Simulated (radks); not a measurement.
**Ar in [Ne] 3s2 3p5 3d1: an all-electron calculation**

Aim: the levels, the sizes of the orbitals and the parts of the energy of neutral argon.

The numbers are computed with radks (a radial shooting solver on a logarithmic mesh, Libxc functionals) version 1 (scalar-relativistic Kohn-Sham, r2SCAN, spin-polarised, spherical densities, finite nucleus; open shells are filled with parallel spins first), except any that are marked as measured or tabulated.

### 1 The atom as given

- element: argon (Z = 18)
- charge: 0
- electrons: 18
- configuration: [Ne] 3s2 3p5 3d1
- nuclear rms radius: 3.4274 fm

The outer shells:

Ar
```
[Ne] core
3s [↑↓]
3p [↑↓][↑↓][↑ ]
3d [↑ ][  ][  ][  ][  ]
```

### 2 The calculation

The run's settings:

```text
Z 18
configuration [Ne] 3s2 3p5 3d1 4s0 4p0 4d0 4f0
relativity scalar-relativistic
functional r2scan,r2scan
spin polarised
nucleus finite rms 3.4274 fm
c 137.035999084
```

**Question.** What will this run give?

**Answer**, as computed:

| quantity | value |
| --- | --- |
| total energy | -528.88093 hartree |
| exchange-correlation share of it | 5.80 % |
| −T/E | 1.0053 |
| highest occupied level | 3d up, -0.610 eV |
| most extended occupied level | 3d up, <r> = 8.18 bohr |
| radius at density 0.001 e/bohr³ | 3.64 bohr |
| maxima of the radial density | 4 |

**Reading.** 3 principal shells are occupied and 4 maxima appear in the radial density. −T/E is 1.005: with relativity the kinetic term as defined here no longer equals −E. This is not the tabulated ground configuration, so its levels and sizes aren't those of the ground state, and no measured value stands beside it.
